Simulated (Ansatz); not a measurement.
# GeSb4Te7 (P-3m1) in Ansatz: reference runs, part 2 of 2

Ansatz 0.2.0.

## (4) Single point, PBEsol, 30.75 Å³/atom (volume scaled by 0.94)

input.yaml

```yaml
crystal:
  lattice:
    - [4.2017389492, 0.0, 0.0]
    - [-2.1008694746, 3.6388126701, 0.0]
    - [0.0, 0.0, 24.1348255192]
  atoms:
    - { symbol: Te, position: [0.0, 0.0, 0.28102171] }
    - { symbol: Te, position: [0.0, 0.0, 0.0] }
    - { symbol: Te, position: [0.3333333333, 0.6666666667, 0.5686057] }
    - { symbol: Te, position: [0.6666666667, 0.3333333333, 0.4313943] }
    - { symbol: Te, position: [0.0, 0.0, 0.71897829] }
    - { symbol: Te, position: [0.6666666667, 0.3333333333, 0.15026813] }
    - { symbol: Te, position: [0.3333333333, 0.6666666667, 0.84973187] }
    - { symbol: Sb, position: [0.6666666667, 0.3333333333, 0.6502485] }
    - { symbol: Sb, position: [0.3333333333, 0.6666666667, 0.08110138] }
    - { symbol: Sb, position: [0.3333333333, 0.6666666667, 0.3497515] }
    - { symbol: Sb, position: [0.6666666667, 0.3333333333, 0.91889862] }
    - { symbol: Ge, position: [0.0, 0.0, 0.5] }
hamiltonian:
  xc: pbesol
  pseudopotentials: { kind: paw }
kpoints:
  mp_grid: { grid: [7, 7, 2] }
scf:
  occupations: { method: fermi_dirac, width: 0.05 }
output:
  forces: true
  stress: true
  eigenvalues: true
  write_density: true
  write_potential: true
  elf: true
  volumetric_format: npy
```

Run with:

```console
$ ansatz run input.yaml --threads 4 --pin off --max-ram 11264MiB --backend cpu --events-out ev --progress --plain --runs-dir out
```

It took 18 s on 4 threads of Arm Neoverse V1, shared host; peak memory 1.4 GiB.

The run converged. Its results:

- Free energy: -78197.7219 eV
- Pressure: 1.6 GPa
- Largest force: 0.474 eV/Å
- Band gap on the k mesh: 0.34 eV, direct

Caveat: odd divisions of the mesh miss points on the zone boundary, where band edges often lie, so the gap on the mesh can be too wide; spin-orbit coupling is left out, which moves the levels of the heavy elements; this functional lacks dispersion, which binds the layers, so the pressure and a relaxed spacing across them are unreliable; the PAW data sets come from PBE, with cores solved anew for the run's functional, which leaves a small shift of forces and pressure.

## (5) Single point, PBEsol, 31.40 Å³/atom (volume scaled by 0.96)

Changes to input.yaml since step 4:

```diff
@@ -2,5 +2,5 @@
   lattice:
-    - [4.2017389492, 0.0, 0.0]
-    - [-2.1008694746, 3.6388126701, 0.0]
-    - [0.0, 0.0, 24.1348255192]
+    - [4.2313296351, 0.0, 0.0]
+    - [-2.1156648175, 3.6644389557, 0.0]
+    - [0.0, 0.0, 24.3047946792]
   atoms:
```

Run with:

```console
$ ansatz run input.yaml --threads 4 --pin off --max-ram 11264MiB --backend cpu --events-out ev --progress --plain --runs-dir out
```

Run time: 18 s. Hardware: 4 threads of Arm Neoverse V1, shared host; peak memory 1.4 GiB.

Results (log left out):

| Item | Value |
| --- | --- |
| Free energy | -78197.7693 eV |
| Pressure | 0.4 GPa |
| Largest force | 0.299 eV/Å |
| Band gap on the k mesh | 0.35 eV, direct |

Caveat: odd divisions of the mesh miss points on the zone boundary, where band edges often lie, so the gap on the mesh can be too wide; spin-orbit coupling is left out, which moves the levels of the heavy elements; this functional lacks dispersion, which binds the layers, so the pressure and a relaxed spacing across them are unreliable; the PAW data sets come from PBE, with cores solved anew for the run's functional, which leaves a small shift of forces and pressure.

## (6) Single point, PBEsol, 32.06 Å³/atom (volume scaled by 0.98)

Changes to input.yaml since step 5:

```diff
@@ -2,5 +2,5 @@
   lattice:
-    - [4.2313296351, 0.0, 0.0]
-    - [-2.1156648175, 3.6644389557, 0.0]
-    - [0.0, 0.0, 24.3047946792]
+    - [4.2605121409, 0.0, 0.0]
+    - [-2.1302560705, 3.6897117472, 0.0]
+    - [0.0, 0.0, 24.4724192498]
   atoms:
@@ -29,5 +29 @@
   eigenvalues: true
-  write_density: true
-  write_potential: true
-  elf: true
-  volumetric_format: npy
```

Potentials or basis: Ansatz PAW.

Run with:

```console
$ ansatz run input.yaml --threads 4 --pin off --max-ram 11264MiB --backend cpu --events-out ev --progress --plain --runs-dir out
```

Wall time 12 s (4 threads of Arm Neoverse V1, shared host); peak memory 1.5 GiB.

Results (log left out):

```
Free energy            : -78197.7613 eV
Pressure               : -0.7 GPa
Largest force          : 0.136 eV/Å
Band gap on the k mesh : 0.36 eV, direct
```

Caveat: odd divisions of the mesh miss points on the zone boundary, where band edges often lie, so the gap on the mesh can be too wide; spin-orbit coupling is left out, which moves the levels of the heavy elements; this functional lacks dispersion, which binds the layers, so the pressure and a relaxed spacing across them are unreliable; the PAW data sets come from PBE, with cores solved anew for the run's functional, which leaves a small shift of forces and pressure.

## (7) Single point, PBEsol, 32.71 Å³/atom

Changes to input.yaml since step 6:

```diff
@@ -2,5 +2,5 @@
   lattice:
-    - [4.2605121409, 0.0, 0.0]
-    - [-2.1302560705, 3.6897117472, 0.0]
-    - [0.0, 0.0, 24.4724192498]
+    - [4.2893002584, 0.0, 0.0]
+    - [-2.1446501292, 3.7146429882, 0.0]
+    - [0.0, 0.0, 24.63777845]
   atoms:
```

Run with:

```console
$ ansatz run input.yaml --threads 4 --pin off --max-ram 11264MiB --backend cpu --events-out ev --progress --plain --runs-dir out
```

It took 12 s on 4 threads of Arm Neoverse V1, shared host; peak memory 1.5 GiB.

It converged, with:

| Property | Result |
| --- | --- |
| Free energy | -78197.7038 eV |
| Pressure | -1.6 GPa |
| Largest force | 0.067 eV/Å |
| Band gap on the k mesh | 0.37 eV, direct |

Caveat: odd divisions of the mesh miss points on the zone boundary, where band edges often lie, so the gap on the mesh can be too wide; spin-orbit coupling is left out, which moves the levels of the heavy elements; this functional lacks dispersion, which binds the layers, so the pressure and a relaxed spacing across them are unreliable; the PAW data sets come from PBE, with cores solved anew for the run's functional, which leaves a small shift of forces and pressure.

## (8) Single point, PBEsol, 33.37 Å³/atom (volume scaled by 1.02)

Changes to input.yaml since step 7:

```diff
@@ -2,5 +2,5 @@
   lattice:
-    - [4.2893002584, 0.0, 0.0]
-    - [-2.1446501292, 3.7146429882, 0.0]
-    - [0.0, 0.0, 24.63777845]
+    - [4.3177070482, 0.0, 0.0]
+    - [-2.1588535241, 3.7392439898, 0.0]
+    - [0.0, 0.0, 24.8009473009]
   atoms:
```

Run with:

```console
$ ansatz run input.yaml --threads 4 --pin off --max-ram 11264MiB --backend cpu --events-out ev --progress --plain --runs-dir out
```

Run time: 12 s. Hardware: 4 threads of Arm Neoverse V1, shared host; peak memory 1.5 GiB.

It converged, with:

```yaml
Free_energy: -78197.6021 eV
Pressure: -2.5 GPa
Largest_force: 0.173 eV/Å
Band_gap_on_the_k_mesh: 0.38 eV, direct
```

Caveat: odd divisions of the mesh miss points on the zone boundary, where band edges often lie, so the gap on the mesh can be too wide; spin-orbit coupling is left out, which moves the levels of the heavy elements; this functional lacks dispersion, which binds the layers, so the pressure and a relaxed spacing across them are unreliable; the PAW data sets come from PBE, with cores solved anew for the run's functional, which leaves a small shift of forces and pressure.

## (9) Single point, PBEsol, 34.02 Å³/atom (volume scaled by 1.04)

Changes to input.yaml since step 8:

```diff
@@ -2,5 +2,5 @@
   lattice:
-    - [4.3177070482, 0.0, 0.0]
-    - [-2.1588535241, 3.7392439898, 0.0]
-    - [0.0, 0.0, 24.8009473009]
+    - [4.3457448926, 0.0, 0.0]
+    - [-2.1728724463, 3.7635254753, 0.0]
+    - [0.0, 0.0, 24.9619969259]
   atoms:
@@ -29 +29,5 @@
   eigenvalues: true
+  write_density: true
+  write_potential: true
+  elf: true
+  volumetric_format: npy
```

Potentials or basis: Ansatz PAW.

Run with:

```console
$ ansatz run input.yaml --threads 4 --pin off --max-ram 11264MiB --backend cpu --events-out ev --progress --plain --runs-dir out
```

Run time: 19 s. Hardware: 4 threads of Arm Neoverse V1, shared host; peak memory 1.5 GiB.

Results (log left out):

| Quantity | Value |
| --- | --- |
| Free energy | -78197.4608 eV |
| Pressure | -3.3 GPa |
| Largest force | 0.304 eV/Å |
| Band gap on the k mesh | 0.39 eV, direct |

Caveat: odd divisions of the mesh miss points on the zone boundary, where band edges often lie, so the gap on the mesh can be too wide; spin-orbit coupling is left out, which moves the levels of the heavy elements; this functional lacks dispersion, which binds the layers, so the pressure and a relaxed spacing across them are unreliable; the PAW data sets come from PBE, with cores solved anew for the run's functional, which leaves a small shift of forces and pressure.

## (10) Single point, PBEsol, 34.68 Å³/atom (volume scaled by 1.06)

Changes to input.yaml since step 9:

```diff
@@ -2,5 +2,5 @@
   lattice:
-    - [4.3457448926, 0.0, 0.0]
-    - [-2.1728724463, 3.7635254753, 0.0]
-    - [0.0, 0.0, 24.9619969259]
+    - [4.3734255427, 0.0, 0.0]
+    - [-2.1867127713, 3.7874976215, 0.0]
+    - [0.0, 0.0, 25.1209948236]
   atoms:
@@ -29,5 +29 @@
   eigenvalues: true
-  write_density: true
-  write_potential: true
-  elf: true
-  volumetric_format: npy
```

Run with:

```console
$ ansatz run input.yaml --threads 4 --pin off --max-ram 11264MiB --backend cpu --events-out ev --progress --plain --runs-dir out
```

It took 13 s on 4 threads of Arm Neoverse V1, shared host; peak memory 1.5 GiB.

The run converged. Its results:

- Free energy: -78197.2844 eV
- Pressure: -3.9 GPa
- Largest force: 0.426 eV/Å
- Band gap on the k mesh: 0.39 eV, direct

Caveat: odd divisions of the mesh miss points on the zone boundary, where band edges often lie, so the gap on the mesh can be too wide; spin-orbit coupling is left out, which moves the levels of the heavy elements; this functional lacks dispersion, which binds the layers, so the pressure and a relaxed spacing across them are unreliable; the PAW data sets come from PBE, with cores solved anew for the run's functional, which leaves a small shift of forces and pressure.

## (11) Equation of state, PBEsol

No new run: the results of the series are fitted here.

What came out:

```
Equilibrium volume                        : 31.63 Å³/atom
Bulk modulus at fixed shape and positions : 52 GPa
Pressure derivative of the bulk modulus   : 4.5
```

Energy against volume, from the lowest point:
```tsv
volume (Å³/atom)	energy (meV/atom)
30.750	3.95
31.405	0.00
32.059	0.67
32.713	5.46
33.368	13.93
34.022	25.70
34.676	40.41
```

Caveat: the cell was scaled at fixed shape and fractional positions, which overstates the stiffness of a crystal with free parameters, most of all of layers and chains; this functional lacks dispersion, which binds the layers, so the pressure and a relaxed spacing across them are unreliable. Spin-orbit coupling is left out, which matters for the levels of Sb, Te.

## (12) Overview

```tsv
task	cell	gap on the mesh (eV)	pressure (GPa)	largest force (eV/Å)
single point	as given	0.37	-1.6	0.07
single point	atoms moved at random, drawn with an rms of 0.05 Å	0.39	-1.7	0.45
equation of state	as given	-	-	-
```

Alike in all rows: level PBEsol; potentials or basis Ansatz PAW; no spin polarisation; k mesh 7 × 7 × 2; cutoff (eV) 420; smearing fermi-dirac 0.05 eV.

Caveats: odd divisions of the mesh miss points on the zone boundary, where band edges often lie, so the gap on the mesh can be too wide (some runs); spin-orbit coupling is left out, which moves the levels of the heavy elements (some runs); this functional lacks dispersion, which binds the layers, so the pressure and a relaxed spacing across them are unreliable (some runs); the PAW data sets come from PBE, with cores solved anew for the run's functional, which leaves a small shift of forces and pressure (some runs); the cell was scaled at fixed shape and fractional positions, which overstates the stiffness of a crystal with free parameters, most of all of layers and chains (some runs).

Absolute energies hang on the potentials; compare differences alone.
